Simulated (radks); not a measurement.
**Xe⁴⁵⁺ in [He] 2s2 2p5: an all-electron calculation**

The task here is to estimate one member of a computed series from the others.

Program: radks (a radial shooting solver on a logarithmic mesh, Libxc functionals) version 1. Level of theory: Dirac Kohn-Sham, LDA (Slater exchange, Perdew-Wang correlation), spin-unpolarised, spherical densities, finite nucleus; open shells are shared between the two j in proportion to 2j + 1. These are calculated values, not measurements, unless marked.

## The atom as given

```
element            : xenon (Z = 54)
charge             : +45
electrons          : 9
configuration      : [He] 2s2 2p5
nuclear rms radius : 4.7859 fm
```

The outer shells:

Xe⁴⁵⁺
```
[He] core
2s [↑↓]
2p [↑↓][↑↓][↑ ]
```

The first run:

Settings of this run:

```text
Z 54
configuration [He] 2s2 2p5 3s0 3p0
relativity Dirac
functional lda,pw
spin unpolarised
j_filling average
nucleus finite rms 4.7859 fm
c 137.035999084
```

One table of the session follows, with a row left open; its other results are not shown here.

It belongs to the step «Orbitals and density». Radial moments (bohr):

```
level      <r>  outermost maximum (interpolated)  90 % within  nodes
1s1/2  0.02664                            0.0172       0.0479      0
2s1/2   0.1113                            0.0958        0.172      1
2p1/2  0.09336                            0.0730        0.152      0
2p3/2  0.09875                            0.0777        0.159      0
3s1/2        ?                                 ?            ?      ?
3p1/2   0.2487                             0.236        0.369      1
3p3/2   0.2565                             0.244        0.379      1
```

**Question.** Estimate the row for 3s1/2.

The run gave: <r>: 0.2640; outermost maximum (interpolated): 0.253; 90 % within: 0.383; nodes: 2. In the column «<r>» it is the highest.

Caveats from the session: Spin polarisation and multiplet splitting are left out.
